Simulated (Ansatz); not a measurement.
# SnH4Se4: up Jacob's ladder to CCSD(T)

The task here is to estimate one member of a computed series from the others.

Computed with Ansatz 0.2.0, Gaussian basis. Level: functionals in def2-TZVPP, the program's frozen cores in correlated methods.

Plan: LDA (SPW92), PBE-D4, revPBE-D4, BLYP-D4, r2SCAN-D4, B97M-V, PBE0-D4, B3LYP-D4, r2SCANh-D4, r2SCAN0-D4, HSE06-D4, BHLYP-D4, CAM-B3LYP-D4, LC-ωPBE, ωB97X-V, ωB97M-V, B2PLYP, PBE-QIDH; CCSD(T)/def2-SVP; CCSD(T)/def2-TZVPP; MP2/def2-QZVPP; extrapolation to the limit; RPA on PBE.

## Structure used throughout

The geometry comes from an earlier relaxation with PBE0-D4 in a triple-zeta def2 set; it is a stationary point, not always the lowest conformer. Sn takes the def2 core potential; no spin-orbit term is included.

SMILES `[SeH][Sn]([SeH])([SeH])[SeH]`, 9 atoms, charge 0, spin multiplicity 1.

Atoms are counted from 1 here; the program's logs count them from 0.

Bond lengths: Se1–Sn2 2.524 Å, Se1–H6 1.469 Å, Sn2–Se3 2.524 Å, Sn2–Se4 2.530 Å, Sn2–Se5 2.530 Å, Se3–H7 1.469 Å, Se4–H8 1.470 Å, Se5–H9 1.470 Å. Angles: Sn2–Se1–H6 90.8°, Se1–Sn2–Se3 104.4°, Se1–Sn2–Se4 109.3°, Se1–Sn2–Se5 113.0°, Se3–Sn2–Se4 113.0°, Se3–Sn2–Se5 109.3°, Se4–Sn2–Se5 107.9°, Sn2–Se3–H7 90.8°, Sn2–Se4–H8 90.6°, Sn2–Se5–H9 90.6°.

Set-up of the first run:

in.yaml

```yaml
crystal:
  periodic: [false, false, false]
  atoms:
    - {symbol: Se, position_ang: [-0.526153, 1.463517, -2.309300]}
    - {symbol: Sn, position_ang: [0.227623, 0.111729, -0.315315]}
    - {symbol: Se, position_ang: [2.674891, -0.331430, -0.746487]}
    - {symbol: Se, position_ang: [-1.149915, -2.005359, -0.170359]}
    - {symbol: Se, position_ang: [-0.025070, 1.354821, 1.873642]}
    - {symbol: H, position_ang: [-1.513722, 2.171334, -1.482796]}
    - {symbol: H, position_ang: [2.591962, -1.610767, -0.028266]}
    - {symbol: H, position_ang: [-0.741520, -2.195179, 1.229300]}
    - {symbol: H, position_ang: [-1.449497, 0.995136, 1.932681]}
basis:
  gaussian: {orbitals: def2-TZVPP}
hamiltonian: {xc: lda}
output: {orbitals: {seedname: orbitals}}
```

On the command line:

```sh
$ ansatz run in.yaml --threads 2 --pin off --events-out ev --progress --plain --max-ram 32768MiB --backend cuda --devices 0, --max-vram 18GiB
```

Among the steps run: LDA; PBE-D4 (GGA); revPBE-D4 (GGA); BLYP-D4 (GGA); r2SCAN-D4 (meta-GGA); B97M-V (meta-GGA); B3LYP-D4 (hybrid); r2SCANh-D4 (hybrid); r2SCAN0-D4 (hybrid); HSE06-D4 (hybrid); BHLYP-D4 (hybrid); CAM-B3LYP-D4 (range-separated); LC-ωPBE (range-separated); ωB97X-V (range-separated); ωB97M-V (range-separated); B2PLYP (double hybrid); PBE-QIDH (double hybrid).

One of the session's tables, all rows but one given; the rest of the session is left out.

It belongs to the step «Frontier levels by functional». 

```
  functional  HOMO (eV)  LUMO (eV)  gap (eV)
 LDA (SPW92)      -6.26      -3.41      2.85
      PBE-D4      -6.11      -3.13      2.98
   revPBE-D4      -6.06      -3.04      3.02
     BLYP-D4      -5.93      -3.05      2.88
   r2SCAN-D4      -6.41      -3.03      3.38
      B97M-V      -6.47      -2.83      3.64
     PBE0-D4      -7.24      -2.38      4.87
    B3LYP-D4      -6.99      -2.63      4.37
  r2SCANh-D4      -6.82      -2.76      4.07
  r2SCAN0-D4      -7.44      -2.34      5.10
    HSE06-D4      -6.86      -2.74      4.12
    BHLYP-D4          ?          ?         ?
CAM-B3LYP-D4      -8.48      -1.48      7.00
     LC-ωPBE      -9.83      -0.39      9.43
     ωB97X-V      -9.49      -0.47      9.02
     ωB97M-V      -9.33      -0.58      8.75
```

Q: Estimate the row for BHLYP-D4 from the others.

Worked estimate for «HOMO (eV)». Against the share of exact exchange, BLYP-D4 (0, -5.93), B3LYP-D4 (0.2, -6.99) give a slope of -5.30 per unit share; at 0.5 the line stands at -8.58.

As computed: HOMO (eV): -8.20; LUMO (eV): -1.53; gap (eV): 6.68. In «HOMO (eV)» the line misses by -0.38.
